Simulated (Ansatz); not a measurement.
# Hf8O15: the cost of one run

Method: DFT, PBE, plane-wave PAW, default files, scalar-relativistic, as far as a step names no other, in Ansatz 0.2.0.

### 1 The starting structure

It takes space group P1 (No. 1, triclinic). The conventional cell has a = 6.698 Å, b = 7.244 Å, c = 7.244 Å, α = 90.63°, β = 116.29°, γ = 116.29°. Around Hf (site symmetry 1) lie 6 O at 2.03 to 2.24 Å. Hf (site symmetry 1) has 7 O at 2.03 to 2.24 Å as nearest neighbours. Hf (site symmetry 1) has 6 O at 2.03 to 2.23 Å as nearest neighbours. Only part of the 23 independent sites is listed.

As a file:

```
CELL_PARAMETERS angstrom
-0.87617 5.15064 5.20295
4.21801 0.00000 5.20295
5.09418 5.15064 0.00000
ATOMIC_POSITIONS crystal
Hf 0.44492 0.26299 0.01315
Hf 0.94492 0.76299 0.51315
Hf 0.51315 0.27895 0.44492
Hf 0.01315 0.77895 0.94492
Hf 0.05508 0.23701 0.48685
Hf 0.55508 0.73701 0.98685
Hf 0.98685 0.22105 0.05508
Hf 0.48685 0.72105 0.55508
O 0.13655 0.84202 0.60597
O 0.10597 0.41545 0.13655
O 0.60597 0.91545 0.63655
O 0.86345 0.15798 0.39403
O 0.36345 0.65798 0.89403
O 0.39403 0.08455 0.36345
O 0.89403 0.58455 0.86345
O 0.30433 0.04193 0.02643
O 0.80433 0.54193 0.52643
O 0.02643 0.12731 0.80433
O 0.52643 0.62731 0.30433
O 0.19567 0.45807 0.47357
O 0.69567 0.95807 0.97357
O 0.47357 0.37269 0.69567
O 0.97357 0.87269 0.19567
```

The vacant site is at (0.637, 0.342, 0.106) in fractional coordinates of the input's cell.

### 2 Single point at the given positions

The input, input.yaml:

```yaml
crystal:
  lattice:
    - [-0.8761689838, 5.1506447, 5.2029534954]
    - [4.2180060274, 0.0, 5.2029534954]
    - [5.0941750112, 5.1506447, 0.0]
  atoms:
    - { symbol: Hf, position: [0.444918115, 0.262989215, 0.013146565], spin: 0.5 }
    - { symbol: Hf, position: [0.944918115, 0.762989215, 0.513146565] }
    - { symbol: Hf, position: [0.513146565, 0.278946105, 0.444918115], spin: 0.5 }
    - { symbol: Hf, position: [0.013146565, 0.778946105, 0.944918115] }
    - { symbol: Hf, position: [0.055081885, 0.237010785, 0.486853435] }
    - { symbol: Hf, position: [0.555081885, 0.737010785, 0.986853435], spin: 0.5 }
    - { symbol: Hf, position: [0.986853435, 0.221053895, 0.055081885], spin: 0.5 }
    - { symbol: Hf, position: [0.486853435, 0.721053895, 0.555081885] }
    - { symbol: O, position: [0.13655306, 0.84202493, 0.60597289] }
    - { symbol: O, position: [0.10597289, 0.41544912, 0.13655306] }
    - { symbol: O, position: [0.60597289, 0.91544912, 0.63655306] }
    - { symbol: O, position: [0.86344694, 0.15797507, 0.39402711] }
    - { symbol: O, position: [0.36344694, 0.65797507, 0.89402711] }
    - { symbol: O, position: [0.39402711, 0.08455088, 0.36344694] }
    - { symbol: O, position: [0.89402711, 0.58455088, 0.86344694] }
    - { symbol: O, position: [0.30432544, 0.04192734, 0.02643344] }
    - { symbol: O, position: [0.80432544, 0.54192734, 0.52643344] }
    - { symbol: O, position: [0.02643344, 0.12731378, 0.80432544] }
    - { symbol: O, position: [0.52643344, 0.62731378, 0.30432544] }
    - { symbol: O, position: [0.19567456, 0.45807266, 0.47356656] }
    - { symbol: O, position: [0.69567456, 0.95807266, 0.97356656] }
    - { symbol: O, position: [0.47356656, 0.37268622, 0.69567456] }
    - { symbol: O, position: [0.97356656, 0.87268622, 0.19567456] }
magnetization:
  spin_polarized: true
total_charge: 1
kpoints:
  mp_grid: { grid: [3, 3, 3] }
scf:
  occupations: { method: fermi_dirac, width: 0.01 }
hamiltonian:
  xc: pbe
  pseudopotentials: { kind: paw }
output:
  forces: true
  stress: true
  populations: true
  efg:
    quadrupole_moments_barn: { Hf: 3.365, O: -0.02558 }
    contact_densities: true
```

Launch:

```
ansatz run input.yaml --threads 4 --pin off --max-ram 8192MiB --backend cpu --events-out ev --progress --plain --runs-dir out
```

What time and memory should one allow on 4 threads of Arm Neoverse N1, shared host?

About 3.8 min, with a peak of 1.9 GiB.
